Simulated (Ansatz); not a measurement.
# AlSn: the cost of one run

Computed with Ansatz 0.2.0, driven from Python. Level of theory: DFT r2SCAN, plane waves, PAW.

## (1) The structure

It takes space group P-6m2 (No. 187, hexagonal). Conventional cell: a = 4.198 Å, b = 4.198 Å, c = 3.307 Å, α = 90.00°, β = 90.00°, γ = 120.00°. Al (site symmetry -6m2) is surrounded by 6 Sn at 2.93 Å and 2 Al at 3.31 Å. Sn (site symmetry -6m2) has 6 Al at 2.93 Å and 2 Sn at 3.31 Å as nearest neighbours.

No structure file is read: the coordinates are typed or built in the script.

## (2) The code

Input file eos.py:

```python
import warnings

import ansatz as az
import numpy as np

VECTORS = np.array([
    [4.198106, 0.0, 0.0],
    [-2.099053, 3.635666, 0.0],
    [0.0, 0.0, 3.306847],
])
SITES = [
    ("Al", (0.0, 0.0, 0.0)),
    ("Sn", (1 / 3, 2 / 3, 0.5)),
]


def on_lattice(cell):
    crystal = az.Crystal(lattice=az.Lattice.of(cell))
    for symbol, position in SITES:
        crystal = crystal.atom(symbol, position)
    return crystal

warnings.simplefilter("ignore", az.DeckWarning)

volumes, energies = [], []
for scale in np.linspace(0.9, 1.1, 9):
    cell = VECTORS * scale ** (1 / 3)
    setup = (
        on_lattice(cell).calculation()
        .functional("r2SCAN")
        .basis(39 * az.Ry)
        .occupations(az.OccupationsMethod.COLD)
        .kpoints(8, 8, 9)
    )
    rep = setup.run().report
    volumes.append(abs(np.linalg.det(cell)) / len(SITES))
    energies.append(rep["free_energy_ev"] / len(SITES))
    print(f"V = {volumes[-1]:8.4f} A^3/atom  F = {energies[-1]:.5f} eV/atom")

x = np.array(volumes) ** (-2 / 3)
poly = np.polynomial.Polynomial.fit(x, energies, 3).convert()
roots = poly.deriv().roots()
x0 = min((r.real for r in roots if abs(r.imag) < 1e-9 and poly.deriv(2)(r.real) > 0), key=lambda r: abs(r - x.mean()))
v0 = x0 ** -1.5
b0 = 4 / 9 * poly.deriv(2)(x0) * v0 ** (-7 / 3) * 160.21766
b1 = 4 + 2 / 3 * x0 * poly.deriv(3)(x0) / poly.deriv(2)(x0)
print(f"V0 = {v0:.4f} A^3/atom, B0 = {b0:.1f} GPa, dB/dP = {b1:.2f}")
```

## (3) The calls as engine input

The engine receives this input (first run):

```yaml
crystal:
  lattice:
    - [4.0532267784492015, 0.0, 0.0]
    - [-2.0266133892246008, 3.5101969289716113, 0.0]
    - [0.0, 0.0, 3.1927256750149726]
  atoms:
    - { symbol: Al, position: [0.0, 0.0, 0.0] }
    - { symbol: Sn, position: [0.3333333333333333, 0.6666666666666666, 0.5] }
basis:
  ecutwfc: 530.622031796766
kpoints:
  mp_grid:
    grid: [8, 8, 9]
hamiltonian:
  xc: r2scan
scf:
  occupations:
    method: cold
```

## (4) Running it

Launch:

```bash
> python eos.py
```

Q: Estimate wall time and peak memory on 1 thread of Arm Neoverse V1, shared host.

About 73 s, with a peak of 0.46 GiB.
